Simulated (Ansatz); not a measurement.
Predict the output of the script below (Ansatz's Python interface).

Contents of `ch9nosi2.xyz`:
```text
14

N    -1.18080    2.27170    0.95560
C    -0.12840    1.42680    0.64890
O    -0.47560    0.73810   -0.55000
Si    0.71930   -0.37990   -1.11310
Si    0.34600   -2.45920   -0.11370
H    -1.35510    2.92550    0.12320
H    -2.04410    1.74550    0.97450
H     0.04900    0.75610    1.48400
H     0.79290    2.04060    0.56770
H     2.02300    0.11300   -0.82910
H     0.45870   -0.51110   -2.55880
H     1.36130   -3.42890   -0.57910
H     0.46710   -2.29400    1.36160
H    -1.04630   -2.97340   -0.34290
```

`disp.py`
```python
"""Dispersion corrections for CH9NOSi2."""

import ansatz as az

BASIS_SET = "def2-SVP"


def main() -> None:
    mol = az.Crystal.molecule_from_extxyz("ch9nosi2.xyz")

    job = (
        mol.calculation()
        .basis(gaussian=BASIS_SET)  # atom-centred Gaussian functions
        .accuracy("medium")
    )
    for name in ["pbe", "revpbe"]:
        for correction in ("d3bj", "d4"):
            report = job.functional(name, dispersion=correction).run().report
            print(f"{name:8s} {correction:5s} total {report['free_energy_ev']:.5f} eV, of which dispersion {1000 * report['dispersion']['energy']['ev']:.2f} meV")


if __name__ == "__main__":
    main()
```

```console
$ python disp.py
pbe      d3bj  total -20453.85323 eV, of which dispersion -298.70 meV
pbe      d4    total -20453.84493 eV, of which dispersion -290.39 meV
revpbe   d3bj  total -20463.41203 eV, of which dispersion -730.79 meV
revpbe   d4    total -20463.55577 eV, of which dispersion -874.53 meV
```

Reading the output:
- The settings weren't tested for convergence.
- The geometry is a force-field or estimated start, not a minimum of this method, and the basis set is short of its limit. D4 holds the three-body term, and d3bj doesn't.
- Timing: 16 s on 1 thread of Arm Neoverse V1 (shared host), peak memory 0.22 GiB.
